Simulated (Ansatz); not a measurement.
# LaCoSi3 (I4mm): the equilibrium volume, part 2 of 2

Aim: the volume at which the pressure of LaCoSi3 (I4mm) vanishes.

Ansatz 0.2.0; DFT PBEsol, scalar-relativistic, plane waves, PAW.

**3. Relaxing cell and atoms**

input.yaml

```yaml
crystal:
  lattice:
    - [-2.08915491, 2.08915491, 4.83638271]
    - [2.08915491, -2.08915491, 4.83638271]
    - [2.08915491, 2.08915491, -4.83638271]
  atoms:
    - { symbol: Co, position: [0.66192872, 0.66192872, 0.0] }
    - { symbol: La, position: [0.0049585, 0.0049585, 0.0] }
    - { symbol: Si, position: [0.42529671, 0.42529671, 0.0] }
    - { symbol: Si, position: [0.26140753, 0.76140753, 0.5] }
    - { symbol: Si, position: [0.76140753, 0.26140753, 0.5] }
basis:
  ecutwfc: 420
kpoints:
  mp_grid: { grid: [10, 10, 10] }
hamiltonian:
  xc: pbesol
scf:
  occupations: { method: gaussian, width: 0.05 }
output:
  forces: true
  stress: true
  eigenvalues: true
relax:
  adjacent_minimum: "off"
  f_tol: 0.005
  max_steps: 80
  cell: { stress_tol: 0.05 }
```

Launch:

```console
$ ansatz run input.yaml --threads 8 --pin off --max-ram 14336MiB --backend cpu --events-out ev --progress --plain --runs-dir out
```

What it wrote:

```text
Warning: RAYON_NUM_THREADS=8 ignored (pool sized by the plan → 8); use --threads N
Engine: ansatz 0.2.0, x86_64-unknown-linux-gnu
Pseudopotentials: kind: paw
Pseudopotential: Co, paw, valence charge 17, recommended cutoff 420 eV (normal), Co.paw.azcp
Pseudopotential: La, paw, valence charge 11, recommended cutoff 420 eV (normal), La.paw.azcp
Pseudopotential: Si, paw, valence charge 4, recommended cutoff 420 eV (normal), Si.paw.azcp
Functional definition: PBEsol
  exchange = pbesol_x
  correlation = pbesol_c
Crystal: 5 atoms, lattice volume = 84.435 Å³
Basis set: ecut = 420 eV, 1653 PW (Γ), exchange–correlation on 80×80×80 points (8 copies of the dense FFT grid, shifted against one another)
Bands: 25, of which v1, the nominal top of the filled ones, is band 20 counted from 1 (19 counted from 0)
Symmetry: 8 space group operations
Space group: I4mm (ITA 107), of the structure as read, at distance tolerance 4.4e-5 Å
k-points: 102 of 1000 (time reversal used)
Non-local potential: Co, projectors of the file, l = 0: 3, l = 1: 2, l = 2: 3, l = 3: 1
Non-local potential: La, projectors of the file, l = 0: 3, l = 1: 2, l = 2: 2, l = 3: 3
Non-local potential: Si, projectors of the file, l = 0: 2, l = 1: 2, l = 2: 2
PAW form: soft (Blöchl's): semilocal exchange-correlation on the pseudo side does not see the compensation charge
PAW frozen core: Co, regenerated for the run's functional, and the local potential with it (the file was generated under x = pbe(κ = 0.804, μ = 0.2195149727645171), c = pbe(β = 0.06672455060314922))
PAW frozen core: La, regenerated for the run's functional, and the local potential with it (the file was generated under x = pbe(κ = 0.804, μ = 0.2195149727645171), c = pbe(β = 0.06672455060314922))
PAW frozen core: Si, regenerated for the run's functional, and the local potential with it (the file was generated under x = pbe(κ = 0.804, μ = 0.2195149727645171), c = pbe(β = 0.06672455060314922))
PAW one-centre angular grid: Co, 590 points (default); XC on 64 Gauss nodes
PAW one-centre angular grid: La, 590 points (default); XC on 64 Gauss nodes
PAW one-centre angular grid: Si, 110 points (default); XC on 64 Gauss nodes
Initial density: superposition of atomic densities (neutral atoms: chi_scale 0, normalization atom), corrected by the library's trained network
Initial wavefunctions: pseudopotential atomic-orbital guess
Functional: x = pbesol(κ = 0.804, μ = 0.12345679012345678), c = pbesol(β = 0.046)
SCF iter   1: F=—  HF=-13122.555461 eV  |F-HF|=—  |Δ(HF+E_count)|=         —  Δρ=7.69e-3  dr2=3.22e-2  ethr=1.77e-3  ⟨swp⟩=6.0  Hψ=12147  notcnv=0
preconditioner: auto → Kerker (q_TF=auto, 2.409 Å⁻¹)  [metal: Δε(μ)=0.006 eV  Ē_g=7.924 eV  σ=0.050 eV  W_gap=0.07  n_scr=14 (ndim 8)  ℏωp=22.1 eV  f_vac=0.000  D(μ)=2.18/eV (n_scr^D=14)]
SCF iter   2: F=—  HF=-13122.551989 eV  |F-HF|=—  |Δ(HF+E_count)|=   3.47e-3  Δρ=2.65e-3  dr2=4.81e-3  ethr=8.04e-5  ⟨swp⟩=2.5  Hψ=5791  notcnv=0  defer=74
SCF iter   3: F=—  HF=-13122.551451 eV  |F-HF|=—  |Δ(HF+E_count)|=   5.38e-4  Δρ=6.57e-4  dr2=4.95e-4  ethr=1.20e-5  ⟨swp⟩=2.8  Hψ=3919  notcnv=0  defer=74
SCF iter   4: F=—  HF=-13122.551383 eV  |F-HF|=—  |Δ(HF+E_count)|=   6.79e-5  Δρ=1.77e-4  dr2=2.88e-5  ethr=1.24e-6  ⟨swp⟩=2.3  Hψ=3624  notcnv=0  defer=74
SCF iter   5: F=—  HF=-13122.551381 eV  |F-HF|=—  |Δ(HF+E_count)|=   2.13e-6  Δρ=4.13e-5  dr2=1.74e-6  ethr=7.19e-8  ⟨swp⟩=2.1  Hψ=4498  notcnv=0  defer=74
SCF iter   6: F=—  HF=-13122.551381 eV  |F-HF|=—  |Δ(HF+E_count)|=   1.75e-7  Δρ=4.25e-5  dr2=1.31e-6  ethr=4.35e-9  ⟨swp⟩=2.7  Hψ=4353  notcnv=0  defer=74
SCF iter   7: F=-13122.551381 eV  HF=-13122.551381 eV  |F-HF|=7.37e-9  |Δ(HF+E_count)|=   8.97e-8  Δρ=3.33e-6  dr2=1.09e-8  ethr=2.50e-10  ⟨swp⟩=8.4  Hψ=12980  notcnv=0
SCF 1 converged in 7 iterations: F = -13122.551381 eV  dr2 = 1.09e-8
relax step   1: F+E_penalty+E_count = -13122.55138097 eV  Δ(F+E_penalty+E_count) = +0.000e0 eV  max|allowed force component| = 1.302e-1 eV/Å  Δτ_max = 0.0000 Å  P = -3.784 GPa  Ω = 84.435 Å³  (7 SCF iters, dr2 threshold 1.00e-7 eV, accepted)
Crystal: 5 atoms, lattice volume = 81.808 Å³
Basis set: ecut = 420 eV, 1627 PW (Γ), exchange–correlation on 80×80×80 points (8 copies of the dense FFT grid, shifted against one another)
Initial density: handed on by an earlier stage of this run
Initial wavefunctions: those handed on with the density
iter 1 solved again at ethr=5.70e-5 eV; its pass at ethr=3.10e-3 eV (dr2=2.28e-2 eV) is discarded
SCF iter   1: F=—  HF=-13122.585620 eV  |F-HF|=—  |Δ(HF+E_count)|=         —  Δρ=6.19e-3  dr2=2.43e-2  ethr=5.70e-5  ⟨swp⟩=1.1  Hψ=16458  notcnv=0
preconditioner: auto → Kerker (q_TF=auto, 2.422 Å⁻¹)  [metal: Δε(μ)=0.019 eV  Ē_g=8.045 eV  σ=0.050 eV  W_gap=0.21  n_scr=14 (ndim 8)  ℏωp=22.5 eV  f_vac=0.000  D(μ)=2.03/eV (n_scr^D=10)]
SCF iter   2: F=—  HF=-13122.583345 eV  |F-HF|=—  |Δ(HF+E_count)|=   2.27e-3  Δρ=1.16e-3  dr2=1.51e-3  ethr=5.70e-5  ⟨swp⟩=1.9  Hψ=2959  notcnv=0
SCF iter   3: F=—  HF=-13122.583011 eV  |F-HF|=—  |Δ(HF+E_count)|=   3.34e-4  Δρ=4.83e-4  dr2=3.35e-4  ethr=3.77e-6  ⟨swp⟩=2.5  Hψ=4459  notcnv=0
SCF iter   4: F=—  HF=-13122.582949 eV  |F-HF|=—  |Δ(HF+E_count)|=   6.18e-5  Δρ=2.55e-4  dr2=5.92e-5  ethr=8.37e-7  ⟨swp⟩=2.0  Hψ=3738  notcnv=0
SCF iter   5: F=—  HF=-13122.582944 eV  |F-HF|=—  |Δ(HF+E_count)|=   4.99e-6  Δρ=5.11e-5  dr2=1.59e-6  ethr=1.48e-7  ⟨swp⟩=2.3  Hψ=3435  notcnv=0
SCF iter   6: F=-13122.582944 eV  HF=-13122.582944 eV  |F-HF|=5.61e-8  |Δ(HF+E_count)|=   1.99e-8  Δρ=1.04e-5  dr2=8.07e-8  ethr=1.25e-9  ⟨swp⟩=7.3  Hψ=12428  notcnv=0
SCF 2 converged in 6 iterations: F = -13122.582944 eV  dr2 = 8.07e-8
relax step   2: F+E_penalty+E_count = -13122.58294403 eV  Δ(F+E_penalty+E_count) = -3.156e-2 eV  max|allowed force component| = 9.805e-2 eV/Å  Δτ_max = 0.0049 Å  P = +0.003 GPa  Ω = 81.808 Å³  energy of the carried Pulay correction = +7.078e-4 eV  (6 SCF iters, dr2 threshold 5.00e-7 eV, accepted)
Crystal: 5 atoms, lattice volume = 81.819 Å³
iter 1 solved again at ethr=7.41e-6 eV; its pass at ethr=3.10e-3 eV (dr2=2.96e-3 eV) is discarded
SCF iter   1: F=—  HF=-13122.583956 eV  |F-HF|=—  |Δ(HF+E_count)|=         —  Δρ=1.36e-3  dr2=2.96e-3  ethr=7.41e-6  ⟨swp⟩=1.7  Hψ=13970  notcnv=0
preconditioner: auto → Kerker (q_TF=auto, 2.422 Å⁻¹)  [metal: Δε(μ)=0.015 eV  Ē_g=8.048 eV  σ=0.050 eV  W_gap=0.17  n_scr=14 (ndim 8)  ℏωp=22.5 eV  f_vac=0.000  D(μ)=1.82/eV (n_scr^D=10)]
SCF iter   2: F=—  HF=-13122.583653 eV  |F-HF|=—  |Δ(HF+E_count)|=   3.03e-4  Δρ=5.73e-4  dr2=9.26e-4  ethr=7.41e-6  ⟨swp⟩=1.0  Hψ=2550  notcnv=0
SCF iter   3: F=—  HF=-13122.583451 eV  |F-HF|=—  |Δ(HF+E_count)|=   2.02e-4  Δρ=2.47e-4  dr2=6.49e-5  ethr=2.32e-6  ⟨swp⟩=2.3  Hψ=3802  notcnv=0
SCF iter   4: F=—  HF=-13122.583430 eV  |F-HF|=—  |Δ(HF+E_count)|=   2.02e-5  Δρ=9.83e-5  dr2=6.89e-6  ethr=1.62e-7  ⟨swp⟩=2.3  Hψ=3530  notcnv=0
iter 5 did not close the SCF: its close was put off for the readings that it lacked (scf_convergence_deferred on its scf_iter line)
SCF iter   5: F=-13122.583430 eV  HF=-13122.583430 eV  |F-HF|=1.07e-7  |Δ(HF+E_count)|=   4.48e-7  Δρ=1.51e-5  dr2=1.94e-7  ethr=1.72e-8  ⟨swp⟩=1.5  Hψ=3027  notcnv=0
SCF iter   6: F=-13122.583430 eV  HF=-13122.583430 eV  |F-HF|=1.46e-8  |Δ(HF+E_count)|=   3.71e-8  Δρ=5.69e-6  dr2=2.66e-8  ethr=4.84e-10  ⟨swp⟩=4.0  Hψ=11467  notcnv=0
SCF 3 converged in 6 iterations: F = -13122.583430 eV  dr2 = 2.66e-8
relax step   3: F+E_penalty+E_count = -13122.58342989 eV  Δ(F+E_penalty+E_count) = -4.859e-4 eV  max|allowed force component| = 8.758e-2 eV/Å  Δτ_max = 0.0103 Å  P = -0.009 GPa  Ω = 81.819 Å³  energy of the carried Pulay correction = +7.048e-4 eV  (6 SCF iters, dr2 threshold 5.00e-7 eV, accepted)
Crystal: 5 atoms, lattice volume = 81.858 Å³
iter 1 solved again at ethr=2.48e-6 eV; its pass at ethr=3.10e-3 eV (dr2=9.93e-4 eV) is discarded
SCF iter   1: F=—  HF=-13122.584208 eV  |F-HF|=—  |Δ(HF+E_count)|=         —  Δρ=7.99e-4  dr2=1.01e-3  ethr=2.48e-6  ⟨swp⟩=2.0  Hψ=13951  notcnv=0
preconditioner: auto → Kerker (q_TF=auto, 2.421 Å⁻¹)  [metal: Δε(μ)=0.012 eV  Ē_g=8.047 eV  σ=0.050 eV  W_gap=0.14  n_scr=14 (ndim 8)  ℏωp=22.5 eV  f_vac=0.000  D(μ)=1.95/eV (n_scr^D=10)]
SCF iter   2: F=—  HF=-13122.584072 eV  |F-HF|=—  |Δ(HF+E_count)|=   1.36e-4  Δρ=3.72e-4  dr2=3.52e-4  ethr=2.48e-6  ⟨swp⟩=1.0  Hψ=2550  notcnv=0
SCF iter   3: F=—  HF=-13122.583975 eV  |F-HF|=—  |Δ(HF+E_count)|=   9.66e-5  Δρ=1.49e-4  dr2=2.19e-5  ethr=8.80e-7  ⟨swp⟩=2.2  Hψ=3836  notcnv=0
SCF iter   4: F=—  HF=-13122.583971 eV  |F-HF|=—  |Δ(HF+E_count)|=   3.89e-6  Δρ=5.42e-5  dr2=2.07e-6  ethr=5.46e-8  ⟨swp⟩=2.2  Hψ=3688  notcnv=0
iter 5 did not close the SCF: its close was put off for the readings that it lacked (scf_convergence_deferred on its scf_iter line)
SCF iter   5: F=-13122.583971 eV  HF=-13122.583971 eV  |F-HF|=2.80e-8  |Δ(HF+E_count)|=   1.06e-7  Δρ=8.91e-6  dr2=6.85e-8  ethr=5.17e-9  ⟨swp⟩=1.9  Hψ=3512  notcnv=0
SCF iter   6: F=-13122.583971 eV  HF=-13122.583971 eV  |F-HF|=8.89e-9  |Δ(HF+E_count)|=   1.07e-8  Δρ=3.95e-6  dr2=1.17e-8  ethr=1.71e-10  ⟨swp⟩=3.3  Hψ=10015  notcnv=0
SCF 4 converged in 6 iterations: F = -13122.583971 eV  dr2 = 1.17e-8
relax step   4: F+E_penalty+E_count = -13122.58397118 eV  Δ(F+E_penalty+E_count) = -5.413e-4 eV  max|allowed force component| = 2.275e-2 eV/Å  Δτ_max = 0.0082 Å  P = -0.014 GPa  Ω = 81.858 Å³  energy of the carried Pulay correction = +6.942e-4 eV  (6 SCF iters, dr2 threshold 4.79e-7 eV, accepted)
iter 1 solved again at ethr=1.26e-7 eV; its pass at ethr=3.10e-3 eV (dr2=5.04e-5 eV) is discarded
SCF iter   1: F=—  HF=-13122.584037 eV  |F-HF|=—  |Δ(HF+E_count)|=         —  Δρ=1.85e-4  dr2=5.21e-5  ethr=1.26e-7  ⟨swp⟩=2.0  Hψ=15852  notcnv=0
preconditioner: auto → Kerker (q_TF=auto, 2.422 Å⁻¹)  [metal: Δε(μ)=0.025 eV  Ē_g=8.050 eV  σ=0.050 eV  W_gap=0.26  n_scr=14 (ndim 8)  ℏωp=22.5 eV  f_vac=0.000  D(μ)=1.94/eV (n_scr^D=10)]
SCF iter   2: F=—  HF=-13122.584037 eV  |F-HF|=—  |Δ(HF+E_count)|=   2.24e-7  Δρ=8.66e-5  dr2=1.71e-5  ethr=1.26e-7  ⟨swp⟩=1.0  Hψ=2553  notcnv=0
SCF iter   3: F=—  HF=-13122.584017 eV  |F-HF|=—  |Δ(HF+E_count)|=   1.98e-5  Δρ=5.38e-5  dr2=2.52e-6  ethr=4.26e-8  ⟨swp⟩=2.3  Hψ=3715  notcnv=0
SCF iter   4: F=—  HF=-13122.584017 eV  |F-HF|=—  |Δ(HF+E_count)|=   5.53e-7  Δρ=8.66e-6  dr2=7.79e-8  ethr=6.30e-9  ⟨swp⟩=2.3  Hψ=4329  notcnv=0
iter 5 did not close the SCF: its close was put off for the readings that it lacked (scf_convergence_deferred on its scf_iter line)
SCF iter   5: F=-13122.584017 eV  HF=-13122.584017 eV  |F-HF|=6.87e-9  |Δ(HF+E_count)|=   9.45e-9  Δρ=4.06e-6  dr2=1.23e-8  ethr=1.95e-10  ⟨swp⟩=2.0  Hψ=3766  notcnv=0
SCF iter   6: F=-13122.584017 eV  HF=-13122.584017 eV  |F-HF|=1.87e-9  |Δ(HF+E_count)|=  4.77e-10  Δρ=1.58e-6  dr2=1.65e-9  ethr=3.08e-11  ⟨swp⟩=3.0  Hψ=8855  notcnv=0
SCF 5 converged in 6 iterations: F = -13122.584017 eV  dr2 = 1.65e-9
relax step   5: F+E_penalty+E_count = -13122.58401668 eV  Δ(F+E_penalty+E_count) = -4.550e-5 eV  max|allowed force component| = 4.588e-3 eV/Å  Δτ_max = 0.0026 Å  P = +0.063 GPa  Ω = 81.819 Å³  energy of the carried Pulay correction = +7.048e-4 eV  (6 SCF iters, dr2 threshold 3.23e-8 eV, accepted)
Crystal: 5 atoms, lattice volume = 81.860 Å³
iter 1 solved again at ethr=1.50e-8 eV; its pass at ethr=3.10e-3 eV (dr2=5.99e-6 eV) is discarded
SCF iter   1: F=—  HF=-13122.584018 eV  |F-HF|=—  |Δ(HF+E_count)|=         —  Δρ=7.02e-5  dr2=6.37e-6  ethr=1.50e-8  ⟨swp⟩=2.5  Hψ=15921  notcnv=0
preconditioner: auto → Kerker (q_TF=auto, 2.421 Å⁻¹)  [metal: Δε(μ)=0.026 eV  Ē_g=8.049 eV  σ=0.050 eV  W_gap=0.27  n_scr=14 (ndim 8)  ℏωp=22.5 eV  f_vac=0.000  D(μ)=1.94/eV (n_scr^D=10)]
SCF iter   2: F=—  HF=-13122.584017 eV  |F-HF|=—  |Δ(HF+E_count)|=   1.00e-6  Δρ=3.17e-5  dr2=2.37e-6  ethr=1.50e-8  ⟨swp⟩=1.1  Hψ=2711  notcnv=0
SCF iter   3: F=—  HF=-13122.584017 eV  |F-HF|=—  |Δ(HF+E_count)|=   6.31e-7  Δρ=1.56e-5  dr2=2.23e-7  ethr=5.92e-9  ⟨swp⟩=2.2  Hψ=3733  notcnv=0
iter 4 did not close the SCF: its close was put off for the readings that it lacked (scf_convergence_deferred on its scf_iter line)
SCF iter   4: F=-13122.584017 eV  HF=-13122.584017 eV  |F-HF|=5.05e-9  |Δ(HF+E_count)|=   5.97e-8  Δρ=3.12e-6  dr2=7.98e-9  ethr=5.58e-10  ⟨swp⟩=2.0  Hψ=3861  notcnv=0
iter 5 did not close the SCF: its close was put off for the readings that it lacked (scf_convergence_deferred on its scf_iter line)
SCF iter   5: F=-13122.584017 eV  HF=-13122.584017 eV  |F-HF|=1.56e-9  |Δ(HF+E_count)|=  1.09e-11  Δρ=1.80e-6  dr2=2.38e-9  ethr=2.00e-11  ⟨swp⟩=2.2  Hψ=4300  notcnv=0
SCF iter   6: F=-13122.584017 eV  HF=-13122.584017 eV  |F-HF|=2.53e-10  |Δ(HF+E_count)|=  1.67e-10  Δρ=6.40e-7  dr2=2.34e-10  ethr=5.96e-12  ⟨swp⟩=2.5  Hψ=7630  notcnv=0
SCF 6 converged in 6 iterations: F = -13122.584017 eV  dr2 = 2.34e-10
relax step   6: F+E_penalty+E_count = -13122.58401674 eV  Δ(F+E_penalty+E_count) = -5.133e-8 eV  max|allowed force component| = 3.737e-4 eV/Å  Δτ_max = 0.0005 Å  P = +0.002 GPa  Ω = 81.860 Å³  energy of the carried Pulay correction = +6.936e-4 eV  (6 SCF iters, dr2 threshold 1.43e-8 eV, accepted)
Initial wavefunctions: pseudopotential atomic-orbital guess (no wavefunctions were taken with the density)
iter 1 solved again at ethr=3.00e-6 eV; its pass at ethr=3.10e-3 eV (dr2=1.20e-3 eV) is discarded
SCF iter   1: F=—  HF=-13122.583433 eV  |F-HF|=—  |Δ(HF+E_count)|=         —  Δρ=6.95e-5  dr2=6.31e-7  ethr=3.00e-6  ⟨swp⟩=3.0  Hψ=18460  notcnv=0
eigensolver tolerance schedule: the retry pair's looser diagonalisation over-reported the residual by 1903.21 of it (diagonalisation noise at an unbounded share of the residual, at the tolerance the schedule requests for it); recorded, not acted on — ethr = c·dr2/N_el stays at c = 1.0e-1
SCF iter   2: F=—  HF=-13122.583438 eV  |F-HF|=—  |Δ(HF+E_count)|=   4.95e-6  Δρ=5.30e-5  dr2=8.21e-7  ethr=1.58e-9  ⟨swp⟩=2.7  Hψ=5421  notcnv=0
SCF iter   3: F=—  HF=-13122.583438 eV  |F-HF|=—  |Δ(HF+E_count)|=   1.39e-7  Δρ=2.35e-5  dr2=2.65e-7  ethr=1.58e-9  ⟨swp⟩=2.0  Hψ=4463  notcnv=0
SCF iter   4: F=—  HF=-13122.583438 eV  |F-HF|=—  |Δ(HF+E_count)|=   1.18e-8  Δρ=2.20e-6  dr2=1.91e-9  ethr=6.61e-10  ⟨swp⟩=2.0  Hψ=2967  notcnv=0
SCF iter   5: F=—  HF=-13122.583438 eV  |F-HF|=—  |Δ(HF+E_count)|=   2.59e-9  Δρ=9.52e-7  dr2=9.25e-10  ethr=4.79e-12  ⟨swp⟩=2.5  Hψ=4640  notcnv=0
SCF iter   6: F=—  HF=-13122.583438 eV  |F-HF|=—  |Δ(HF+E_count)|=  3.09e-11  Δρ=3.59e-7  dr2=7.77e-11  ethr=2.31e-12  ⟨swp⟩=1.0  Hψ=2550  notcnv=0
SCF iter   7: F=-13122.583438 eV  HF=-13122.583438 eV  |F-HF|=0.00e0  |Δ(HF+E_count)|=  3.64e-12  Δρ=2.32e-8  dr2=1.68e-13  ethr=1.00e-12  ⟨swp⟩=4.8  Hψ=9583  notcnv=0
SCF 7 converged in 7 iterations: F = -13122.583438 eV  dr2 = 1.68e-13
relax step   7: F+E_penalty+E_count = -13122.58343791 eV  Δ(F+E_penalty+E_count) = +5.788e-4 eV  max|allowed force component| = 4.142e-4 eV/Å  Δτ_max = 0.0000 Å  P = -0.010 GPa  Ω = 81.860 Å³  stress off target by 1.03e-2 GPa  SCF on the basis re-selected at this cell (its energy is not comparable with the rows above)  (7 SCF iters)
basis re-selected at this cell: Δ(F+E_penalty+E_count) = +5.788e-4 eV, ΔP = -0.012 GPa vs the last step (what re-selecting the basis moved, of the pressure what is left beyond the Pulay correction that the steps carried, after the strain that the cell walked since its last selection, with what the two solves' SCF thresholds leave and, on support functions, any second-order correction that the steps lacked; it is no measure of the basis error at this ecutwfc). This SCF's stress stands 1.03e-2 GPa from its target on what of the cell is left free (relax.cell.stress_tol is 5.00e-2 GPa) and its largest allowed force component is 4.14e-4 eV/Å (relax.f_tol is 5.00e-3 eV/Å): within both
SCF converged after 7 iterations
Free energy (F): -13122.583438 eV
Harris-Foulkes:  -13122.583438 eV  (|F-HF|=0.00e0)
Internal energy: -13122.581017 eV  (E = F + TS)
E sigma→0 (E₀):  -13122.582227 eV
Entropy (-TS):   -0.002421 eV (-0.484 meV/atom)
Fermi energy:    12.856314 eV
--- Per-component energies (eV) ---
  E_band       = -273.419503
  E_kinetic    = 779.673456
  E_local      = -4669.504336  (includes V_loc(G=0)·N_el)
  E_nonlocal   = 629.137790
  E_hartree    = 2024.810862
  E_xc         = -466.779773
  E_vxc        = -500.965214  (∫ρ·V_xc dr)
  E_paw        = -8308.728741  (= ΣΔE_a)
  E_vpaw       = -561.383029  (= ΣTr[D̂ρ^β])
  E_aug_tail   = 0.000083  (compensation charges beyond the density's cutoff)
  E_ewald      = -3111.642967
  E_core_change = 0.452611  (= ΣΔE_core)
  E_smearing   = -0.002421  (= −TS)
  E_closure    = -0.000000  (closes the sum)
  Σ components = -13122.583438   (vs F -13122.583438, Δ=0.00e0)
--- Forces (eV/Å), atoms counted from 1 ---
  atom   1  Co    -0.00000000     0.00000000    -0.00041418
  atom   2  La     0.00000000     0.00000000    -0.00002892
  atom   3  Si    -0.00000000    -0.00000000     0.00006003
  atom   4  Si    -0.00000000     0.00000000     0.00019149
  atom   5  Si     0.00000000     0.00000000     0.00019149
  max |Σ_I F_I| component: 1.01e-7 eV/Å
--- Stress (GPa, compression-positive) ---
       -0.010253       0.000000       0.000000
        0.000000      -0.010253       0.000000
        0.000000      -0.000000      -0.010279
  P = ⅓ Tr σ = -0.0103 GPa (-0.103 kbar)
--- Band table (eV; the first three rows and the last of 102) ---
  k-point 0: bands = ["-81.5906", "-45.0551", "-45.0551", "-44.9923", "-19.0837", "-3.1668", "-2.8345", "-2.8345", "1.0849", "6.5418", "7.6029", "8.4077", "8.4077", "8.9682", "9.9078", "10.9972", "11.1277", "11.7276", "11.7276", "12.9849", "12.9849", "13.7782", "14.4045", "15.2073", "15.4763"]
  k-point 1: bands = ["-81.5906", "-45.0551", "-45.0551", "-44.9922", "-19.0782", "-3.1565", "-2.9117", "-2.8761", "1.3143", "6.5414", "6.8012", "8.0363", "9.0121", "9.4679", "10.3212", "10.8974", "11.0485", "11.7351", "11.8628", "11.9890", "12.7997", "14.2447", "14.4366", "15.3767", "15.4267"]
  k-point 2: bands = ["-81.5906", "-45.0553", "-45.0553", "-44.9922", "-19.0640", "-3.1436", "-3.0582", "-2.9826", "1.9150", "5.8576", "6.3304", "7.9786", "9.4794", "9.5381", "10.5316", "10.8116", "11.0807", "11.2394", "11.6592", "11.9739", "13.1705", "14.6082", "14.9759", "15.1428", "15.3379"]
  k-point 101: bands = ["-81.5906", "-45.0551", "-45.0551", "-44.9923", "-19.0800", "-3.4724", "-2.8505", "-2.8505", "2.3269", "4.7923", "7.0918", "8.9460", "8.9460", "9.5961", "11.0688", "11.1589", "11.1589", "11.1975", "12.6556", "13.4925", "13.4925", "14.1298", "14.5839", "14.9930", "15.1133"]
--- Relaxed structure (6 steps of the walk, 6 accepted, 1 SCFs on fresh bases) ---
  F+E_penalty+E_count = -13122.58343791 eV   max|allowed force component| = 4.142e-4 eV/Å   (the final SCF, on the basis selected at the relaxed cell)
  cell:  # Å, volume = 81.8597 Å³
    - [-2.0683767830745605, 2.0683767830745605, 4.783554159323238]
    - [2.0683767830745605, -2.0683767830745605, 4.783554159323238]
    - [2.0683767830745605, 2.0683767830745605, -4.783554159323238]
  atoms:
    - { symbol: Co, position: [0.6618122288005781, 0.6618122288005781, -5.530338312781781e-34] }
    - { symbol: La, position: [0.005146251869113482, 0.005146251869113482, 7.372169945681093e-35] }
    - { symbol: Si, position: [0.42590870693928645, 0.42590870693928645, -2.6412661307861716e-33] }
    - { symbol: Si, position: [0.26106590119551065, 0.7610659011955107, 0.5] }
    - { symbol: Si, position: [0.7610659011955107, 0.26106590119551065, 0.5] }
```

It took 26 s on 8 threads of Intel Xeon Platinum 8259CL at 2.50GHz (Skylake/Cascade Lake), shared host; peak memory 0.7 GiB.

The steps of the relaxation:

```
step  energy from step 1 (meV/atom)  largest force component (eV/Å)  pressure (GPa)  volume (Å³/atom)
   1                            0.0                           0.130           -3.78            16.887
   2                           -6.3                           0.098            0.00            16.362
   3                           -6.4                           0.088           -0.01            16.364
   4                           -6.5                           0.023           -0.01            16.372
   5                           -6.5                           0.005            0.06            16.364
   6                           -6.5                           0.000            0.00            16.372
   7                           -6.4                           0.000           -0.01            16.372
```

Step 1 is the start. Step 7 repeats the geometry before it on a plane-wave basis chosen anew for the final cell, which shifts the energy by +0.1 meV/atom. The run keeps the 8 symmetry operations that it found, so it can't reach a distortion that breaks them.

Result: volume 16.372 Å³/atom, pressure -0.01 GPa, no gap.

**4. The cell, before and after**

The cell before and after:

| cell as typed | before | after | change |
| --- | --- | --- | --- |
| a (Å) | 5.667 | 5.607 | -1.1 % |
| b (Å) | 5.667 | 5.607 | -1.1 % |
| c (Å) | 5.667 | 5.607 | -1.1 % |
| α (°) | 136.74 | 136.71 | -0.03° |
| β (°) | 136.74 | 136.71 | -0.03° |
| γ (°) | 62.84 | 62.89 | +0.05° |
| volume (Å³/atom) | 16.887 | 16.372 | -3.0 % |
| shortest distance (Å) | 2.289 | 2.257 | -1.4 % |
| space group | I4mm | I4mm | same |

**5. Results**

The summary covers parts 1 to 2. Changes of volume or cell count from the first structure of part 1.

| quantity | value |
| --- | --- |
| volume | 16.372 Å³/atom |
| pressure | -0.01 GPa |
| conventional cell | a = 4.137 Å, b = 4.137 Å, c = 9.567 Å, α = 90.00°, β = 90.00°, γ = 90.00° |
| gap on the mesh | none (metal) |

**Reading.** Over the 2 runs shown the cell moved from 16.89 to 16.37 Å³/atom, a change of -3.0 %, where the pressure is zero within 0.01 GPa. Spin polarisation wasn't allowed in this run.
